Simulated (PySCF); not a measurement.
# C₃H₁₀SSi: electronic excitations at several levels of theory

How much do the electronic excitations of C₃H₁₀SSi (`[SiH3]CCCS`) depend on the level of theory, and what does each level cost?

Programs: PySCF 2.14.0, with density-fitted response routines of our own. Each step states its level of theory. These are calculated values for one molecule in the gas phase, unless marked as measured. Atoms count from 0, in the outputs and in this text.

## Step 1: Starting geometry

15 atoms, charge 0, multiplicity 1; geometry from: GFN2-xTB. The atoms were then displaced at random by about 0.01 Å, so the start is not that level's minimum.

Bonds of the start (Å): Si0–C1 1.88, C1–C2 1.51, C2–C3 1.56, C3–S4 1.80, Si0–H5 1.47, Si0–H6 1.45, Si0–H7 1.49, C1–H8 1.10, C1–H9 1.08, C2–H10 1.11, C2–H11 1.09, C3–H12 1.08, C3–H13 1.09, S4–H14 1.34.

## Step 2: Relaxing the molecule at PBE0-D3(BJ)/def2-SVP

What the job is given:

```
{"job": {"xc": "PBE0", "basis": "def2-SVP", "d3": "d3bj", "grid": 1, "shake": 0.01, "kind": "geom"}, "charge": 0, "multiplicity": 1}
Si    -2.266920     0.609820     0.632500
C     -0.727210     0.364520    -0.423850
C      0.383610    -0.305290     0.349960
C      1.669770    -0.491110    -0.514040
S      2.990110    -1.347680     0.362530
H     -1.953240     1.476620     1.779400
H     -2.772720    -0.663970     1.090400
H     -3.283170     1.306270    -0.197590
H     -0.364760     1.333090    -0.784100
H     -0.963170    -0.243000    -1.285770
H      0.656860     0.304220     1.236290
H      0.078990    -1.276030     0.732460
H      1.991600     0.470440    -0.885670
H      1.399240    -1.133560    -1.355670
H      3.145690    -0.421720     1.313430
```

Launch:

```sh
> OMP_NUM_THREADS=1 python probes_run.py task.json out
```

One launch serves the whole session: the jobs run in the order shown.

The log of the run:

```text
step   0  E = -807.30896991  max force = 0.027291
step   1  E = -807.31323472  max force = 0.003703
step   2  E = -807.31338909  max force = 0.000872
step   3  E = -807.31340771  max force = 0.000338
step   4  E = -807.31341304  max force = 0.000300
optimisation converged
```

Run time: 43 s. Hardware: 1 thread of Arm Neoverse V1, shared host; peak memory 0.49 GiB.

Relaxation path:

```tsv
step	energy from step 0 (eV)	largest force component (eV/Å)
0	0.0000	1.4034
1	-0.1161	0.1904
2	-0.1203	0.0448
3	-0.1208	0.0174
4	-0.1209	0.0154
```

Close pairs (by a distance rule), those that changed most:

```tsv
bond	before (Å)	after (Å)	change (Å)
Si0–H6	1.445	1.496	+0.051
C2–C3	1.561	1.521	-0.039
Si0–H5	1.471	1.497	+0.025
C1–H9	1.081	1.104	+0.024
C3–H12	1.080	1.102	+0.022
C1–C2	1.510	1.528	+0.017
C3–S4	1.801	1.818	+0.016
C2–H11	1.087	1.103	+0.016
```

The final coordinates are the input of the step that follows.

```tsv
at the end point	value
point group (found at 0.08 Å tolerance)	C1
rotational constants (GHz, main isotopes)	13.057, 0.876, 0.845
dipole moment (D)	1.29
```

## Step 3: Ultraviolet spectrum: PBE0/def2-TZVP

What the job is given:

```
{"job": {"kind": "uv", "xc": "PBE0", "basis": "def2-TZVP"}, "charge": 0, "multiplicity": 1}
Si    -2.239338     0.712279     0.681102
C     -0.688416     0.455787    -0.363328
C      0.466829    -0.200550     0.390455
C      1.699149    -0.399295    -0.478819
S      3.077394    -1.242222     0.354684
H     -1.930778     1.571517     1.866918
H     -2.758018    -0.600483     1.176057
H     -3.307659     1.378225    -0.126282
H     -0.380472     1.438973    -0.761596
H     -0.967939    -0.151940    -1.242118
H      0.741296     0.414814     1.265658
H      0.160153    -1.179086     0.796257
H      2.047933     0.557895    -0.897807
H      1.461243    -1.049374    -1.336411
H      3.292396    -0.294820     1.293327
```

With the program's defaults for keys left out, this is: TDDFT PBE0/def2-TZVP, vertical, gas phase, core orbitals frozen in the response.

The log of the run:

```text
coarse grid: 12712 points
cycle   1  E = -807.6437398925  dE =  9.597e-02  |g| = 3.351e-01  |ddm| = 2.667e+00
cycle   2  E = -807.6392592233  dE =  4.481e-03  |g| = 3.627e-01  |ddm| = 6.301e-01
cycle   3  E = -807.6735503293  dE = -3.429e-02  |g| = 5.061e-02  |ddm| = 3.231e-01
cycle   4  E = -807.6741479523  dE = -5.976e-04  |g| = 2.276e-02  |ddm| = 7.942e-02
cycle   5  E = -807.6742762870  dE = -1.283e-04  |g| = 4.622e-03  |ddm| = 2.663e-02
cycle   6  E = -807.6742799397  dE = -3.653e-06  |g| = 1.927e-03  |ddm| = 4.185e-03
final grid: 111016 points
cycle   7  E = -807.6679921881  dE = -4.095e-05  |g| = 8.489e-03  |ddm| = 4.314e-02
cycle   8  E = -807.6679804011  dE =  1.179e-05  |g| = 1.049e-02  |ddm| = 1.398e-02
cycle   9  E = -807.6680077197  dE = -2.732e-05  |g| = 8.798e-04  |ddm| = 8.584e-03
cycle  10  E = -807.6680079094  dE = -1.897e-07  |g| = 2.137e-04  |ddm| = 8.890e-04
cycle  11  E = -807.6680079202  dE = -1.075e-08  |g| = 7.211e-05  |ddm| = 2.230e-04
cycle  12  E = -807.6680079214  dE = -1.227e-09  |g| = 1.881e-05  |ddm| = 6.135e-05
cycle  13  E = -807.6680079215  dE = -9.004e-11  |g| = 2.569e-06  |ddm| = 2.363e-05
converged SCF energy = -807.6680079215

Static polarisability (au): isotropic 84.382, principal 70.380 75.316 107.451

Singlet excitations
state   eV       nm        f      main configurations
  1   5.4948    225.6   0.00015   H->L 0.77, H->L+1 0.19
  2   6.5936    188.0   0.01130   H->L+1 0.70, H->L 0.14
  3   6.9209    179.1   0.00973   H->L+3 0.61, H->L+6 0.11, H->L+4 0.10
  4   7.4537    166.3   0.00565   H->L+2 0.81, H->L+5 0.14
  5   7.5279    164.7   0.02654   H->L+5 0.69, H->L+2 0.16
  6   7.6769    161.5   0.00037   H->L+4 0.80, H->L+3 0.16
  7   7.8537    157.9   0.12593   H-1->L 0.83, H->L+7 0.11
  8   7.9142    156.7   0.03464   H->L+7 0.61, H->L+6 0.24, H-1->L 0.08
  9   8.0454    154.1   0.03694   H->L+6 0.53, H->L+7 0.21, H->L+3 0.10
 10   8.2981    149.4   0.07046   H-1->L+1 0.68, H-2->L 0.22

Triplet excitations (Tamm-Dancoff, eV): 4.9812 5.9795 6.6770 6.9484
```

It took 53 s on 1 thread of Arm Neoverse V1, shared host; peak memory 0.89 GiB.

The orbitals next to the gap, with their largest atomic shares:

```tsv
orbital	eV	atoms
HOMO−3	-9.42	Si0 35 %, H5 20 %, H6 19 %
HOMO−2	-9.33	Si0 21 %, S4 17 %, C1 15 %
HOMO−1	-8.66	C1 28 %, S4 23 %, Si0 19 %
HOMO	-6.82	S4 84 %, C3 7 %
LUMO	0.28	S4 26 %, Si0 20 %, H14 10 %
LUMO+1	0.76	Si0 39 %, S4 19 %, H14 18 %
LUMO+2	1.40	Si0 64 %, H7 8 %, C2 7 %
```

With each of the 10 states as a Gaussian band of 0.4 eV half-width at 1/e, the curve within the window shown has maxima at 156 nm (ε 9,400) L/(mol cm). Beyond the last state computed it falls off for lack of states. The curve at chosen wavelengths:

(nm, ε (L/mol/cm)): (144, 2083), (148, 4954), (153, 8551), (157, 9294), (161, 7417), (166, 3884), (170, 1971), (175, 981), (179, 800), (183, 764), (188, 661), (192, 503), (196, 327), (201, 154), (205, 72), (209, 31), (214, 12), (218, 7), (222, 7), (227, 6), (231, 5), (236, 4), (240, 3), (244, 2), (249, 1), (253, 1)

Further results of this job:

```tsv
property	computed
dipole moment (D)	1.32
polarisability (Å³)	12.50
HOMO–LUMO gap (eV)	7.10
−ε(HOMO) (eV)	6.82
```

## Step 4: Excited states and response: PBE0/aug-cc-pVDZ

Same as in step 3 but for these lines:

```diff
@@ -1,2 +1,2 @@
-{"job": {"kind": "uv", "xc": "PBE0", "basis": "def2-TZVP"}, "charge": 0, "multiplicity": 1}
+{"job": {"kind": "uv", "xc": "PBE0", "basis": "aug-cc-pVDZ"}, "charge": 0, "multiplicity": 1}
 Si    -2.239338     0.712279     0.681102
```

Level: TDDFT PBE0/aug-cc-pVDZ, vertical, gas phase, core orbitals frozen in the response.

The log of the run:

```text
coarse grid: 12712 points
cycle   1  E = -807.5745579394  dE =  1.469e-01  |g| = 3.080e-01  |ddm| = 8.455e+00
cycle   2  E = -807.5701918571  dE =  4.366e-03  |g| = 3.411e-01  |ddm| = 1.608e+00
cycle   3  E = -807.6025397162  dE = -3.235e-02  |g| = 4.166e-02  |ddm| = 8.280e-01
cycle   4  E = -807.6029930842  dE = -4.534e-04  |g| = 1.733e-02  |ddm| = 1.337e-01
cycle   5  E = -807.6030820875  dE = -8.900e-05  |g| = 4.049e-03  |ddm| = 4.643e-02
cycle   6  E = -807.6030860736  dE = -3.986e-06  |g| = 1.203e-03  |ddm| = 1.207e-02
final grid: 111016 points
cycle   7  E = -807.6175371292  dE = -1.836e-05  |g| = 7.789e-03  |ddm| = 2.303e-01
cycle   8  E = -807.6175233222  dE =  1.381e-05  |g| = 1.047e-02  |ddm| = 4.334e-02
cycle   9  E = -807.6175537336  dE = -3.041e-05  |g| = 5.086e-04  |ddm| = 2.271e-02
cycle  10  E = -807.6175538099  dE = -7.631e-08  |g| = 1.609e-04  |ddm| = 1.485e-03
cycle  11  E = -807.6175538167  dE = -6.739e-09  |g| = 4.624e-05  |ddm| = 4.199e-04
cycle  12  E = -807.6175538172  dE = -5.336e-10  |g| = 1.354e-05  |ddm| = 1.474e-04
converged SCF energy = -807.6175538172

Static polarisability (au): isotropic 91.050, principal 76.410 82.158 114.583

Singlet excitations
state   eV       nm        f      main configurations
  1   5.2818    234.7   0.00789   H->L 0.76, H->L+1 0.12
  2   5.9427    208.6   0.02464   H->L+1 0.68, H->L+5 0.17, H->L+2 0.11
  3   6.1984    200.0   0.00688   H->L+2 0.27, H->L+5 0.21, H->L 0.20
  4   6.3857    194.2   0.01255   H->L+3 0.39, H->L+4 0.24, H->L+2 0.19
  5   6.4418    192.5   0.01372   H->L+3 0.52, H->L+4 0.22, H->L+2 0.13
  6   6.7822    182.8   0.00798   H->L+4 0.50, H->L+2 0.25, H->L+5 0.21
  7   6.9819    177.6   0.02049   H->L+7 0.33, H->L+6 0.31, H->L+5 0.16
  8   7.0872    174.9   0.00643   H->L+7 0.58, H->L+6 0.27
  9   7.1823    172.6   0.00150   H->L+8 0.54, H->L+6 0.22
 10   7.3355    169.0   0.00955   H->L+9 0.76

Triplet excitations (Tamm-Dancoff, eV): 4.9372 5.5862 6.0663 6.3175
```

Wall time 42 s (1 thread of Arm Neoverse V1, shared host); peak memory 0.81 GiB.

This run: HOMO -6.85 eV, LUMO -0.33 eV; lowest singlet 5.28 eV.

## Step 5: Excited states and response: PBE0/def2-TZVPD

Same as in step 4 but for these lines:

```diff
@@ -1,2 +1,2 @@
-{"job": {"kind": "uv", "xc": "PBE0", "basis": "aug-cc-pVDZ"}, "charge": 0, "multiplicity": 1}
+{"job": {"kind": "uv", "xc": "PBE0", "basis": "def2-TZVPD"}, "charge": 0, "multiplicity": 1}
 Si    -2.239338     0.712279     0.681102
```

With the program's defaults for keys left out, this is: TDDFT PBE0/def2-TZVPD, vertical, gas phase, core orbitals frozen in the response.

The log of the run:

```text
coarse grid: 12712 points
cycle   1  E = -807.6452728098  dE =  9.608e-02  |g| = 3.349e-01  |ddm| = 3.467e+00
cycle   2  E = -807.6403225204  dE =  4.950e-03  |g| = 3.641e-01  |ddm| = 1.096e+00
cycle   3  E = -807.6750692732  dE = -3.475e-02  |g| = 5.005e-02  |ddm| = 4.690e-01
cycle   4  E = -807.6756468212  dE = -5.775e-04  |g| = 2.276e-02  |ddm| = 9.691e-02
cycle   5  E = -807.6757770714  dE = -1.303e-04  |g| = 4.735e-03  |ddm| = 3.452e-02
cycle   6  E = -807.6757809787  dE = -3.907e-06  |g| = 1.865e-03  |ddm| = 8.703e-03
final grid: 111016 points
cycle   7  E = -807.6694935049  dE = -4.548e-05  |g| = 8.554e-03  |ddm| = 3.448e-01
cycle   8  E = -807.6694813009  dE =  1.220e-05  |g| = 1.062e-02  |ddm| = 2.392e-02
cycle   9  E = -807.6695093319  dE = -2.803e-05  |g| = 8.802e-04  |ddm| = 1.190e-02
cycle  10  E = -807.6695095225  dE = -1.906e-07  |g| = 2.194e-04  |ddm| = 1.512e-03
cycle  11  E = -807.6695095338  dE = -1.130e-08  |g| = 7.578e-05  |ddm| = 4.630e-04
cycle  12  E = -807.6695095352  dE = -1.368e-09  |g| = 1.919e-05  |ddm| = 1.546e-04
cycle  13  E = -807.6695095353  dE = -9.413e-11  |g| = 2.695e-06  |ddm| = 3.450e-05
converged SCF energy = -807.6695095353

Static polarisability (au): isotropic 90.975, principal 76.511 81.997 114.418

Singlet excitations
state   eV       nm        f      main configurations
  1   5.3210    233.0   0.00326   H->L 0.75, H->L+1 0.08
  2   6.0133    206.2   0.03277   H->L+1 0.75, H->L+2 0.11
  3   6.3719    194.6   0.00305   H->L+2 0.40, H->L 0.23, H->L+1 0.13
  4   6.5928    188.1   0.01420   H->L+4 0.66, H->L+3 0.17, H->L+2 0.13
  5   6.7238    184.4   0.01986   H->L+5 0.80, H->L+2 0.09
  6   6.9904    177.4   0.00811   H->L+3 0.67, H->L+2 0.15
  7   7.2221    171.7   0.04920   H->L+6 0.86
  8   7.4297    166.9   0.00151   H->L+7 0.90
  9   7.4601    166.2   0.01713   H->L+8 0.43, H-1->L 0.25, H->L+9 0.09
 10   7.5418    164.4   0.06176   H-1->L 0.69, H->L+8 0.14, H->L+9 0.09

Triplet excitations (Tamm-Dancoff, eV): 4.8780 5.5918 6.2672 6.4959
```

Run time: 75 s. Hardware: 1 thread of Arm Neoverse V1, shared host; peak memory 1.1 GiB.

In short: HOMO -6.86 eV, LUMO -0.10 eV; lowest singlet 5.32 eV.

## Step 6: Ultraviolet spectrum: PBE0/6-31+G*

Same as in step 5 but for these lines:

```diff
@@ -1,2 +1,2 @@
-{"job": {"kind": "uv", "xc": "PBE0", "basis": "def2-TZVPD"}, "charge": 0, "multiplicity": 1}
+{"job": {"kind": "uv", "xc": "PBE0", "basis": "6-31+G*"}, "charge": 0, "multiplicity": 1}
 Si    -2.239338     0.712279     0.681102
```

Level: TDDFT PBE0/6-31+G*, vertical, gas phase, core orbitals frozen in the response.

The log of the run:

```text
coarse grid: 12712 points
cycle   1  E = -807.5940499898  dE =  1.269e-01  |g| = 3.166e-01  |ddm| = 3.832e+00
cycle   2  E = -807.5908045615  dE =  3.245e-03  |g| = 3.444e-01  |ddm| = 1.923e+00
cycle   3  E = -807.6240562142  dE = -3.325e-02  |g| = 4.053e-02  |ddm| = 1.018e+00
cycle   4  E = -807.6244832545  dE = -4.270e-04  |g| = 1.589e-02  |ddm| = 2.594e-01
cycle   5  E = -807.6245619841  dE = -7.873e-05  |g| = 3.465e-03  |ddm| = 7.199e-02
cycle   6  E = -807.6245648206  dE = -2.836e-06  |g| = 1.116e-03  |ddm| = 6.842e-03
final grid: 111016 points
cycle   7  E = -807.5637045255  dE = -1.497e-05  |g| = 7.823e-03  |ddm| = 9.468e-02
cycle   8  E = -807.5636918869  dE =  1.264e-05  |g| = 1.036e-02  |ddm| = 3.209e-02
cycle   9  E = -807.5637217487  dE = -2.986e-05  |g| = 4.547e-04  |ddm| = 2.242e-02
cycle  10  E = -807.5637218077  dE = -5.906e-08  |g| = 1.392e-04  |ddm| = 1.454e-03
cycle  11  E = -807.5637218128  dE = -5.059e-09  |g| = 3.706e-05  |ddm| = 4.102e-04
cycle  12  E = -807.5637218131  dE = -3.156e-10  |g| = 1.384e-05  |ddm| = 9.616e-05
converged SCF energy = -807.5637218131

Static polarisability (au): isotropic 81.003, principal 68.382 73.712 100.913

Singlet excitations
state   eV       nm        f      main configurations
  1   5.4042    229.4   0.00706   H->L 0.61, H->L+1 0.32
  2   6.1156    202.7   0.03462   H->L+1 0.36, H->L+2 0.34, H->L 0.10
  3   6.3137    196.4   0.00806   H->L 0.28, H->L+1 0.24, H->L+2 0.22
  4   6.7406    183.9   0.01659   H->L+5 0.56, H->L+3 0.14, H->L+7 0.12
  5   6.8583    180.8   0.01606   H->L+4 0.40, H->L+3 0.32, H->L+5 0.10
  6   7.0296    176.4   0.02144   H->L+4 0.43, H->L+3 0.30, H->L+2 0.23
  7   7.3160    169.5   0.02120   H->L+6 0.76, H->L+7 0.09
  8   7.4506    166.4   0.00514   H->L+7 0.62, H->L+6 0.17
  9   7.5655    163.9   0.06606   H-1->L 0.94
 10   7.6981    161.1   0.00313   H->L+8 0.67

Triplet excitations (Tamm-Dancoff, eV): 4.9689 5.6917 6.2163 6.6364
```

It took 16 s on 1 thread of Arm Neoverse V1, shared host; peak memory 0.65 GiB.

In short: HOMO -6.84 eV, LUMO -0.11 eV; lowest singlet 5.40 eV.

## Step 7: Side by side: electronic excitations

Excitations and ground-state properties, with basis size and wall time:

```tsv
run	lowest singlet (eV)	brightest (eV)	f	gap (eV)	α (Å³)	μ (D)	functions	time
PBE0/def2-TZVP	5.49	7.85	0.126	7.10	12.50	1.32	227	53 s
PBE0/aug-cc-pVDZ	5.28	5.94	0.025	6.52	13.49	1.39	213	42 s
PBE0/def2-TZVPD	5.32	7.54	0.062	6.76	13.48	1.35	290	75 s
PBE0/6-31+G*	5.40	7.57	0.066	6.73	12.00	1.50	118	16 s
```

## Step 8: Summary of results

| quantity | value |
| --- | --- |
| point group | C1 |
| rotational constants (main isotopes) | 13.06, 0.88, 0.85 GHz |
| lowest singlet (PBE0/def2-TZVP) | 5.49 eV (226 nm), f = 0.000 |
| brightest single state of those computed | state 7, 7.85 eV, f = 0.126 |
| lowest triplet | 4.98 eV |
| range of the lowest singlet | 5.28 to 5.49 eV |

In words: Single values in the summary come from the first run of each kind that ended normally (PBE0/def2-TZVP), which need not be the best level. Relaxing lowered the energy by 0.121 eV in 4 steps; the close pair that moved most is Si0–H6, from 1.445 to 1.496 Å. The lowest singlet, at 5.49 eV, is HOMO→LUMO 0.77, HOMO→LUMO+1 0.19 and is dark; of the 10 states computed, the strongest absorption comes from state 7 at 7.85 eV (the last state computed is bright too, and its partners may lie past the list). The lowest triplet lies 0.51 eV below the lowest singlet (triplets in Tamm-Dancoff, singlets in full TDDFT). States above −ε(HOMO) lie where TDDFT describes them poorly and they hang on the basis; the brightest is among them. The basis of PBE0/def2-TZVP has no diffuse functions, so Rydberg states are missing and the high states are unreliable. The lowest singlet runs from 5.28 eV (PBE0/aug-cc-pVDZ) to 5.49 eV (PBE0/def2-TZVP), while the orbital gap spans 6.52 to 7.10 eV. The lowest state need not be the same one in every run. The runs solved for a few states only, so the brightest column depends on that window.
